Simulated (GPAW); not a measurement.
The system is WAu.

```
CELL_PARAMETERS angstrom
0.00000 2.90921 2.90921
2.90921 0.00000 2.90921
2.90921 2.90921 0.00000
ATOMIC_POSITIONS crystal
W 0.00000 0.00000 0.00000
Au 0.75000 0.75000 0.75000
```

The cell was built by a generator and needn't be a form met in nature.

Base run:

```yaml
Program: GPAW 26.7.0
Functional: BLYP
Potentials_or_basis: PAW data sets generated in the run's folder for this functional
Cutoff: 600 eV
Basis: pw
k_mesh: 8 × 8 × 8
Occupations: fermi-dirac, width 0.05 eV
Spin: no spin polarisation
```

Its results: band gap on the k mesh none (metal or under the smearing width); pressure 5.8 GPa.

The run is repeated on the same cell with these changes: functional from BLYP to AM05. What comes out?

Band gap on the k mesh none (metal or under the smearing width); pressure -4.1 GPa.

AM05 binds more tightly than BLYP, so the same cell stands under less pressure.

Caveats: with this Au data set, volumes or pressures lay over 1.5 % or 2 GPa off other programs in two to four cells of ten.
